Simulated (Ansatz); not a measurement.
# WC (Qusongite): the cost of one run

Computed with the Python package of Ansatz 0.2.0. Level of theory: DFT r2SCAN, plane waves, PAW.

### Step 1. The system

It takes space group P-6m2 (No. 187, hexagonal). Conventional cell: a = 2.907 Å, b = 2.907 Å, c = 2.837 Å, α = 90.00°, β = 90.00°, γ = 120.00°. W (site symmetry -6m2) has 6 C at 2.20 Å as nearest neighbours. C (site symmetry -6m2) is surrounded by 6 W at 2.20 Å.

The script holds or builds the structure itself.

### Step 2. The code

The input, ecut.py:

```python
"""Cutoff test for WC."""

import ansatz as az
import pandas as pd

xtal = (
    az.Lattice.from_parameters(2.9065, 2.9065, 2.8366, alpha=90.0, beta=90.0, gamma=120.0)
    .atom("W", [0.0, 0.0, 0.0])
    .atom("C", [2 / 3, 1 / 3, 0.5])
)

setup = (
    xtal.calculation()
    .functional("r2scan")
    .kpoints(13, 13, 12, center="gamma")
    .occupations("fermi_dirac", width=0.05)
)

rows = []
for value in [250, 300, 350, 400]:
    summary = setup.basis(value).run(threads=1, pin="off").report
    rows.append((value, summary["free_energy_ev"] / len(summary["lattice"]["sites"]), summary["n_iterations"], summary["n_pw"]))

table = pd.DataFrame(rows, columns=["cutoff (eV)", "F/atom (eV)", "iterations", "plane waves"])
print(table.round(5).to_string(index=False))

# differences from the last row
for row in rows[:-1]:
    shift = 1000 * (row[1] - rows[-1][1])
    print(f"{row[0]}: {shift:+.2f} meV/atom" + ("  (within 2 meV)" if abs(shift) < 2 else ""))
```

### Step 3. The calls as engine input

The package turns the script's settings into the engine's input (first run):

```yaml
crystal:
  lattice:
    a: 2.9065
    b: 2.9065
    c: 2.8366
    alpha: 90.0
    beta: 90.0
    gamma: 120.0
  atoms:
    - { symbol: W, position: [0.0, 0.0, 0.0] }
    - { symbol: C, position: [0.6666666666666666, 0.3333333333333333, 0.5] }
basis:
  ecutwfc: 250.0
kpoints:
  mp_grid:
    grid: [13, 13, 12]
    shift: [0.0, 0.0, 0.0]
hamiltonian:
  xc: r2scan
scf:
  occupations:
    method: fermi_dirac
    width: 0.05
```

### Step 4. The run

Run with:

```console
python ecut.py
```

Q: Estimate wall time and peak memory on 1 thread of Arm Neoverse V1, shared host.

About 19 s, with a peak of 0.45 GiB.
